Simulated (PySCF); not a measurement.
# The bond of SnSe+, level by level, part 2 of 2

PySCF 2.14.0; Sn def2-SVP with ECP28, Se def2-SVP; scalar-relativistic core potentials.

## 8. B2PLYP (double hybrid)

Output of the SCF at 2.515 Å:

```text
[... 17 set-up lines left out, the same as in an earlier log ...]
XC functionals = 0.53*HF + 0.47*B88, 0.73*LYP
    A. D. Becke.,  Phys. Rev. A 38, 3098 (1988)
    C. Lee, W. Yang, and R. G. Parr.,  Phys. Rev. B 37, 785 (1988)
    B. Miehlich, A. Savin, H. Stoll, and H. Preuss.,  Chem. Phys. Lett. 157, 200 (1989)
[... 2 set-up lines left out, the same as in an earlier log ...]
init E= -2614.53419325925
cycle= 1 E= -2614.53585591457  delta_E= -0.00166  |g|= 0.0236  |ddm|= 0.124
cycle= 2 E= -2614.53586112411  delta_E= -5.21e-06  |g|= 0.0214  |ddm|= 0.0493
cycle= 3 E= -2614.53605874867  delta_E= -0.000198  |g|= 0.00261  |ddm|= 0.0281
cycle= 4 E= -2614.53606455764  delta_E= -5.81e-06  |g|= 0.000611  |ddm|= 0.00581
cycle= 5 E= -2614.53606531406  delta_E= -7.56e-07  |g|= 0.00023  |ddm|= 0.002
cycle= 6 E= -2614.53606544656  delta_E= -1.33e-07  |g|= 7.48e-05  |ddm|= 0.000937
cycle= 7 E= -2614.53606546924  delta_E= -2.27e-08  |g|= 3.9e-05  |ddm|= 0.000307
cycle= 8 E= -2614.53606548166  delta_E= -1.24e-08  |g|= 2.08e-05  |ddm|= 0.000285
cycle= 9 E= -2614.53606548654  delta_E= -4.88e-09  |g|= 6.71e-06  |ddm|= 0.000257
cycle= 10 E= -2614.53606548684  delta_E= -3.01e-10  |g|= 1.6e-06  |ddm|= 7.07e-05
Extra cycle  E= -2614.53606548685  delta_E= -1.27e-11  |g|= 9.61e-07  |ddm|= 5.69e-06
converged SCF energy = -2614.53606548685  <S^2> = 0.75953755  2S+1 = 2.0095149
```

Re = 2.524 Å, ωe = 260.1 cm⁻¹, ωexe = 0.520 cm⁻¹, αe = 0.000152 cm⁻¹, Be = 0.05518 cm⁻¹, De = 2.86 eV, μ = -3.25 D.

## 9. M06-2X (hybrid meta-GGA)

Log of the SCF at 2.515 Å:

```text
[... 13 set-up lines left out, the same as in an earlier log ...]
max_memory 909 MB (current use 366 MB)
[... 3 set-up lines left out, the same as in an earlier log ...]
XC functionals = M062X
    Y. Zhao and D. G. Truhlar.,  Theor. Chem. Acc. 120, 215 (2008)
    Y. Zhao and D. G. Truhlar.,  Theor. Chem. Acc. 120, 215 (2008)
[... 2 set-up lines left out, the same as in an earlier log ...]
init E= -2615.24419118995
cycle= 1 E= -2615.25008199446  delta_E= -0.00589  |g|= 0.0637  |ddm|= 0.261
cycle= 2 E= -2615.25015490278  delta_E= -7.29e-05  |g|= 0.0512  |ddm|= 0.0875
cycle= 3 E= -2615.25086393343  delta_E= -0.000709  |g|= 0.00638  |ddm|= 0.0538
cycle= 4 E= -2615.25089534575  delta_E= -3.14e-05  |g|= 0.00116  |ddm|= 0.0124
cycle= 5 E= -2615.25089755892  delta_E= -2.21e-06  |g|= 0.000309  |ddm|= 0.00354
cycle= 6 E= -2615.2508978666  delta_E= -3.08e-07  |g|= 0.000144  |ddm|= 0.00115
cycle= 7 E= -2615.25089796933  delta_E= -1.03e-07  |g|= 5.15e-05  |ddm|= 0.000856
cycle= 8 E= -2615.25089798638  delta_E= -1.7e-08  |g|= 1.15e-05  |ddm|= 0.000427
cycle= 9 E= -2615.2508979871  delta_E= -7.22e-10  |g|= 3.11e-06  |ddm|= 8.38e-05
Extra cycle  E= -2615.25089798712  delta_E= -2.09e-11  |g|= 2.49e-06  |ddm|= 1.11e-05
converged SCF energy = -2615.25089798712  <S^2> = 0.75681898  2S+1 = 2.0068074
```

Re = 2.517 Å, ωe = 267.3 cm⁻¹, ωexe = 0.476 cm⁻¹, αe = 0.000143 cm⁻¹, Be = 0.05549 cm⁻¹, De = 2.51 eV, μ = -3.43 D.

## 10. M06-L (meta-GGA)

Log of the SCF at 2.515 Å:

```text
[... 17 set-up lines left out, the same as in an earlier log ...]
XC functionals = M06L
    Y. Zhao and D. G. Truhlar.,  J. Chem. Phys. 125, 194101 (2006)
    Y. Zhao and D. G. Truhlar.,  J. Chem. Phys. 125, 194101 (2006)
[... 3 set-up lines left out, the same as in an earlier log ...]
init E= -2615.3655364895
cycle= 1 E= -2615.36664166491  delta_E= -0.00111  |g|= 0.0298  |ddm|= 0.109
cycle= 2 E= -2615.36481401227  delta_E= 0.00183  |g|= 0.0453  |ddm|= 0.117
cycle= 3 E= -2615.36670768964  delta_E= -0.00189  |g|= 0.0229  |ddm|= 0.115
cycle= 4 E= -2615.36707722361  delta_E= -0.00037  |g|= 0.000663  |ddm|= 0.0312
cycle= 5 E= -2615.36707767487  delta_E= -4.51e-07  |g|= 0.000205  |ddm|= 0.00148
cycle= 6 E= -2615.36707770169  delta_E= -2.68e-08  |g|= 7.33e-05  |ddm|= 0.000369
cycle= 7 E= -2615.3670777086  delta_E= -6.91e-09  |g|= 1.38e-05  |ddm|= 0.000166
cycle= 8 E= -2615.36707770912  delta_E= -5.18e-10  |g|= 4.37e-06  |ddm|= 6.94e-05
Extra cycle  E= -2615.3670777091  delta_E= 1.82e-11  |g|= 8.11e-06  |ddm|= 2.56e-05
converged SCF energy = -2615.3670777091  <S^2> = 0.75711248  2S+1 = 2.0070999
```

Re = 2.532 Å, ωe = 254.7 cm⁻¹, ωexe = 0.556 cm⁻¹, αe = 0.000159 cm⁻¹, Be = 0.05482 cm⁻¹, De = 3.22 eV, μ = -3.10 D.

## 11. LC-ωPBE (range-separated hybrid)

Log of the SCF at 2.515 Å:

```text
[... 17 set-up lines left out, the same as in an earlier log ...]
XC functionals = LC_WPBE
    O. A. Vydrov and G. E. Scuseria.,  J. Chem. Phys. 125, 234109 (2006)
[... 2 set-up lines left out, the same as in an earlier log ...]
init E= -2614.96087963003
cycle= 1 E= -2614.96368068072  delta_E= -0.0028  |g|= 0.0385  |ddm|= 0.109
cycle= 2 E= -2614.96408442304  delta_E= -0.000404  |g|= 0.0213  |ddm|= 0.0548
cycle= 3 E= -2614.96419300899  delta_E= -0.000109  |g|= 0.0032  |ddm|= 0.0128
cycle= 4 E= -2614.9642251858  delta_E= -3.22e-05  |g|= 0.00173  |ddm|= 0.0139
cycle= 5 E= -2614.96423120116  delta_E= -6.02e-06  |g|= 0.000664  |ddm|= 0.00561
cycle= 6 E= -2614.96423325446  delta_E= -2.05e-06  |g|= 0.000279  |ddm|= 0.00429
cycle= 7 E= -2614.96423402681  delta_E= -7.72e-07  |g|= 0.000187  |ddm|= 0.00145
cycle= 8 E= -2614.96423457627  delta_E= -5.49e-07  |g|= 8.7e-05  |ddm|= 0.00164
cycle= 9 E= -2614.96423461986  delta_E= -4.36e-08  |g|= 1.21e-05  |ddm|= 0.00125
cycle= 10 E= -2614.96423462063  delta_E= -7.73e-10  |g|= 5.1e-06  |ddm|= 7.69e-05
Extra cycle  E= -2614.96423462071  delta_E= -8.59e-11  |g|= 3.32e-06  |ddm|= 1.52e-05
converged SCF energy = -2614.96423462071  <S^2> = 0.75605069  2S+1 = 2.0060416
```

Re = 2.465 Å, ωe = 286.2 cm⁻¹, ωexe = 0.480 cm⁻¹, αe = 0.000142 cm⁻¹, Be = 0.05784 cm⁻¹, De = 2.63 eV, μ = -3.11 D. 17 s of CPU time for 12 points, integrals apart.

## 12. UHF (mean field)

Output of the SCF at 2.515 Å:

```text
******** <class 'pyscf.scf.uhf_symm.SymAdaptedUHF'> ********
method = SymAdaptedUHF
[... 13 set-up lines left out, the same as in an earlier log ...]
Overwritten attributes  get_j get_k get_hcore get_occ get_jk  of <class 'pyscf.scf.uhf_symm.SymAdaptedUHF'>
<class 'pyscf.scf.uhf_symm.SymAdaptedUHF'> does not have attributes  refdm
[... 1 set-up line left out, the same as in an earlier log ...]
init E= -2612.65274940693
cycle= 1 E= -2612.66721660496  delta_E= -0.0145  |g|= 0.0536  |ddm|= 0.291
cycle= 2 E= -2612.66848845681  delta_E= -0.00127  |g|= 0.0253  |ddm|= 0.0982
cycle= 3 E= -2612.66872872386  delta_E= -0.00024  |g|= 0.00635  |ddm|= 0.0241
cycle= 4 E= -2612.66881494181  delta_E= -8.62e-05  |g|= 0.00208  |ddm|= 0.0226
cycle= 5 E= -2612.66883127696  delta_E= -1.63e-05  |g|= 0.000881  |ddm|= 0.0094
cycle= 6 E= -2612.66883409295  delta_E= -2.82e-06  |g|= 0.000265  |ddm|= 0.00473
cycle= 7 E= -2612.66883433766  delta_E= -2.45e-07  |g|= 0.000133  |ddm|= 0.0012
cycle= 8 E= -2612.66883441109  delta_E= -7.34e-08  |g|= 8.24e-05  |ddm|= 0.000632
cycle= 9 E= -2612.66883445522  delta_E= -4.41e-08  |g|= 2.31e-05  |ddm|= 0.000784
cycle= 10 E= -2612.66883445817  delta_E= -2.95e-09  |g|= 8.81e-06  |ddm|= 0.000195
cycle= 11 E= -2612.66883445861  delta_E= -4.42e-10  |g|= 4.57e-06  |ddm|= 5.36e-05
Extra cycle  E= -2612.66883445869  delta_E= -7.69e-11  |g|= 3.7e-06  |ddm|= 1.23e-05
converged SCF energy = -2612.66883445869  <S^2> = 0.76545411  2S+1 = 2.0153949
```

Re = 2.505 Å, ωe = 273.1 cm⁻¹, ωexe = 0.545 cm⁻¹, αe = 0.000147 cm⁻¹, Be = 0.05604 cm⁻¹, De = 1.49 eV, μ = -3.59 D.

## 13. Correlated methods on the Hartree–Fock reference

Reference: UHF; core orbitals frozen: 13.

Correlation energy (eV) along the bond:

| R (Å) | MP2 | SCS-MP2 |
| --- | --- | --- |
| 2.163 | -7.450 | -6.963 |
| 2.264 | -7.455 | -6.976 |
| 2.364 | -7.460 | -6.990 |
| 2.440 | -7.465 | -7.000 |
| 2.515 | -7.469 | -7.010 |
| 2.591 | -7.473 | -7.019 |
| 2.691 | -7.474 | -7.029 |
| 2.817 | -7.459 | -7.022 |
| 2.968 | -7.281 | -6.853 |
| 3.169 | -6.900 | -6.491 |

UHF-MP2: Re = 2.509 Å, ωe = 271.4 cm⁻¹, ωexe = 0.317 cm⁻¹, αe = 0.000137 cm⁻¹, Be = 0.05585 cm⁻¹, De = 2.57 eV.

UHF-SCS-MP2: Re = 2.515 Å, ωe = 268.4 cm⁻¹, ωexe = 0.297 cm⁻¹, αe = 0.000137 cm⁻¹, Be = 0.05558 cm⁻¹, De = 2.47 eV.

## 14. All curves

Energy (eV) from each level's lowest point:

| R (Å) | UHF | UHF-MP2 | UHF-SCS-MP2 | PBE | r²SCAN | M06-L | PBE0 | M06-2X | LC-ωPBE | B2PLYP |
| --- | --- | --- | --- | --- | --- | --- | --- | --- | --- | --- |
| 2.163 | 1.204 | 1.223 | 1.251 | 1.301 | 1.197 | 1.291 | 1.173 | 1.253 | 0.975 | 1.259 |
| 2.264 | 0.521 | 0.536 | 0.555 | 0.604 | 0.530 | 0.591 | 0.512 | 0.559 | 0.376 | 0.569 |
| 2.364 | 0.154 | 0.163 | 0.175 | 0.210 | 0.166 | 0.200 | 0.155 | 0.178 | 0.079 | 0.187 |
| 2.440 | 0.029 | 0.034 | 0.039 | 0.059 | 0.038 | 0.054 | 0.031 | 0.041 | 0.000 | 0.047 |
| 2.515 | 0.000 | 0.000 | 0.000 | 0.000 | 0.000 | 0.000 | 0.000 | 0.000 | 0.012 | 0.000 |
| 2.591 | 0.043 | 0.039 | 0.034 | 0.011 | 0.031 | 0.016 | 0.038 | 0.031 | 0.092 | 0.024 |
| 2.691 | 0.181 | 0.176 | 0.163 | 0.104 | 0.150 | 0.116 | 0.168 | 0.155 | 0.277 | 0.135 |
| 2.817 | 0.437 | 0.448 | 0.425 | 0.305 | 0.379 | 0.324 | 0.412 | 0.400 | 0.589 | 0.359 |
| 2.968 | 0.777 | 0.965 | 0.934 | 0.611 | 0.709 | 0.635 | 0.766 | 0.765 | 1.025 | 0.695 |
| 3.169 | 1.091 | 1.660 | 1.611 | 1.046 | 1.154 | 1.066 | 1.241 | 1.276 | 1.599 | 1.332 |

The whole job (state search and all levels along the bond) took 3.3 min on 1 thread of Arm Neoverse V1 (shared host), peak memory 0.84 GiB.

## 15. What came out

This closing draws on all 2 parts.

Lowest PBE0 solution found, without spin–orbit coupling: ²Π (doublet), unpaired electrons π ↑. State 2 has its PBE0 minimum 0.60 eV higher. State 3 has its PBE0 minimum 1.79 eV higher. The other levels ran on the lowest alone.

| level | Re (Å) | ωe (cm⁻¹) | De (eV) | μ (D) |
| --- | --- | --- | --- | --- |
| UHF | 2.505 | 273.1 | 1.49 | -3.59 |
| UHF-MP2 | 2.509 | 271.4 | 2.57 | n/a |
| UHF-SCS-MP2 | 2.515 | 268.4 | 2.47 | n/a |
| PBE | 2.539 | 251.6 | 3.31 | -2.64 |
| r²SCAN | 2.515 | 261.4 | 3.13 | -2.78 |
| M06-L | 2.532 | 254.7 | 3.22 | -3.10 |
| PBE0 | 2.508 | 266.1 | 3.01 | -2.91 |
| M06-2X | 2.517 | 267.3 | 2.51 | -3.43 |
| LC-ωPBE | 2.465 | 286.2 | 2.63 | -3.11 |
| B2PLYP | 2.524 | 260.1 | 2.86 | -3.25 |

De is counted to Sn+ + Se in their ground configurations. A positive dipole points from Sn to Se; in an ion it is taken about the centre of mass and does not tell which atom is negative.

Time per point (s) on 1 thread of Arm Neoverse V1, shared host (CPU time, shared integrals of 0.27 s apart; correlated levels include their reference); the times are rough: UHF 0.27, UHF-MP2 0.48, UHF-SCS-MP2 0.48, PBE 0.98, r²SCAN 1.4, M06-L 1.4, PBE0 1.5, M06-2X 1.6, LC-ωPBE 1.4, B2PLYP 2.2.

**Reading.** Bond lengths run from 2.465 Å (LC-ωPBE) to 2.539 Å (PBE). Of the levels with a De here, UHF gives the least (1.49 eV) and PBE the most (3.31 eV).

Correlated steps freeze 13 core orbitals. These are scalar-relativistic numbers at best; spin–orbit coupling would shift them, the dissociation energy most. B2PLYP dipoles, levels and charges come from its SCF part alone.
